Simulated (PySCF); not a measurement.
**[Gd(H2O)]2+: other functionals and bases at one geometry**

An exercise on one series of results from a longer session: the logs are not shown, and one member is left open.

Computed with PySCF 2.14.0. Level: several levels, as the steps say, no spin–orbit coupling.

1 further run of the same task is left out (for a known fault of the program).

## Starting geometry

4 atoms, charge 2, spin multiplicity 1.

Bond lengths: Gd1–O2 2.412 Å, O2–H3 0.977 Å, O2–H4 0.977 Å. Angles: Gd1–O2–H3 128.3°, Gd1–O2–H4 128.3°, H3–O2–H4 103.4°.

Geometry (Å):

```
Gd    0.0000    0.0000   -0.1187
O     0.0000    0.0000    2.2933
H     0.7662    0.0000    2.8989
H    -0.7662    0.0000    2.8989
```

Formal oxidation states: Gd +2. Each metal's 8 4f electrons lie in its core potential, so multiplicities, spins and levels count the valence alone. For divalent La, Ce, Gd or Lu the extra electron is normally 5d or 6s, so this core forces an excited configuration. An earlier session relaxed this geometry at PBE0, Gd lcecp-0-SVP with ECP54, O def2-SVP, H def2-SVP (singlet, point group C2v).

At PBE0 on the finer grid: E = -105.608526 Eh, frontier levels not given, since the 4f levels lie in the core, Mulliken charge on Gd1 +1.78 e, largest force component 0.001 eV/Å. 

Levels to run: BLYP; HF; PBE0, TZVP. Hardware: 2 threads of Intel Xeon Platinum 8488C (Sapphire Rapids), shared host.

The first run:

Contents of run.py (the lines that set the calculation):

```python
mol = gto.M(atom='''
Gd     0.00000     0.00000    -0.11867
O      0.00000     0.00000     2.29331
H      0.76620     0.00000     2.89893
H     -0.76620     0.00000     2.89893''',
    basis={'Gd': 'lcecp-0-SVP', 'O': 'def2-SVP', 'H': 'def2-SVP'},
    ecp={'Gd': 'lcecp-0-SVP'},
    charge=2, spin=0)
mf = dft.RKS(mol, xc='BLYP')
mf.grids.atom_grid = (75, 302)  # f atoms: unpruned, at least (60, 302)
mf = mf.density_fit()  # fitting sets: Gd AutoAux, O def2-universal-JKFIT, H def2-universal-JKFIT
mf.conv_tol = 1e-08; mf.max_cycle = 55
mf.kernel(dm0)  # dm0: the density of the relaxed state
```

Launch:

```console
$ OMP_NUM_THREADS=2 python run.py
```

Among the steps run: BLYP; HF; PBE0, TZVP.

One table of the session follows, with a row left open; its other results are not shown here.

| level | charge on Gd1 (e) | dipole (D) | largest force component (eV/Å) |
| --- | --- | --- | --- |
| PBE0 (relaxed here) | 1.78 | 1.92 | 0.00 |
| BLYP | ? | ? | ? |
| HF | 1.85 | 1.64 | 1.48 |
| PBE0, TZVP | 1.86 | 1.95 | 0.30 |

Estimate the missing values for BLYP.

As computed: charge on Gd1 (e): 1.73; dipole (D): 2.11; largest force component (eV/Å): 0.62. In the column «charge on Gd1 (e)» it is the lowest.

The dipole of a charged species depends on the origin, so these sizes hold for this origin alone.

The largest leftover force, 1.48 eV/Å with HF, stands at a geometry relaxed at another level. With 4f in the core, its levels are missing from HOMO and gap, and its count is fixed, so no charge can pass from the ligands into it. Total energies of different levels can't be compared.
